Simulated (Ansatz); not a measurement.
# Rh: the cost of one run

Computed with Ansatz 0.2.0, driven from Python. Level of theory: DFT r2SCAN, plane waves, PAW.

This is Rh in the hcp structure; at room conditions it is fcc.

### Step 1. Starting point

The structure is hexagonal, space group P6_3/mmc (No. 194). The conventional cell has a = 2.731 Å, b = 2.731 Å, c = 4.428 Å, α = 90.00°, β = 90.00°, γ = 120.00°. Rh (site symmetry -6m2) is surrounded by 12 Rh at 2.72 to 2.73 Å.

The script holds or builds the structure itself.

### Step 2. The script

run_eos.py reads:

```python
"""Energy against volume for Rh, with a fit."""

import ansatz as az
import numpy as np
from pymatgen.analysis.eos import EOS

vectors0 = np.array([
    [2.73097904, 0.0, 0.0],
    [-1.36548952, 2.36509723, 0.0],
    [0.0, 0.0, 4.428489],
])
sites = [
    ("Rh", [2 / 3, 1 / 3, 0.75]),
    ("Rh", [1 / 3, 2 / 3, 0.25]),
]


def build(cell):
    crystal = az.Crystal(lattice=az.Lattice.of(cell))
    for symbol, position in sites:
        crystal = crystal.atom(symbol, position)
    return crystal


def main() -> None:
    # uniform scaling of the cell
    volumes, energies = [], []
    for scale in np.linspace(0.88, 1.12, 7):
        cell = vectors0 * scale ** (1 / 3)
        base = build(cell).calculation()
        base = base.functional("r2scan").occupations("Gaussian")
        base = base.basis(600).kpoints(12, 12, 7)
        rep = base.run(threads=1, pin="off").report
        volumes.append(abs(np.linalg.det(cell)) / len(sites))
        energies.append(rep["free_energy_ev"] / len(sites))
        print(f"V = {volumes[-1]:8.4f} A^3/atom  F = {energies[-1]:.5f} eV/atom")

    for form in ["birch_murnaghan", "pourier_tarantola"]:
        fit = EOS(eos_name=form).fit(volumes, energies)
        print(f"{form:18s} V0 {fit.v0:8.4f} A^3/atom  B0 {fit.b0_GPa:7.1f} GPa  B1 {fit.b1:5.2f}")


if __name__ == "__main__":
    main()
```

### Step 3. The calls as engine input

The package turns the script's settings into the engine's input (first run):

```yaml
crystal:
  lattice:
    - [2.617053440295652, 0.0, 0.0]
    - [-1.308526720147826, 2.2664347663412374, 0.0]
    - [0.0, 0.0, 4.243750026276822]
  atoms:
    - { symbol: Rh, position: [0.6666666666666666, 0.3333333333333333, 0.75] }
    - { symbol: Rh, position: [0.3333333333333333, 0.6666666666666666, 0.25] }
basis:
  ecutwfc: 600.0
kpoints:
  mp_grid:
    grid: [12, 12, 7]
hamiltonian:
  xc: r2scan
scf:
  occupations:
    method: gaussian
```

### Step 4. Launch

Run with:

```
python run_eos.py
```

What time and memory should one allow on 1 thread of Arm Neoverse V1, shared host?

About 40 s, with a peak of 0.55 GiB.
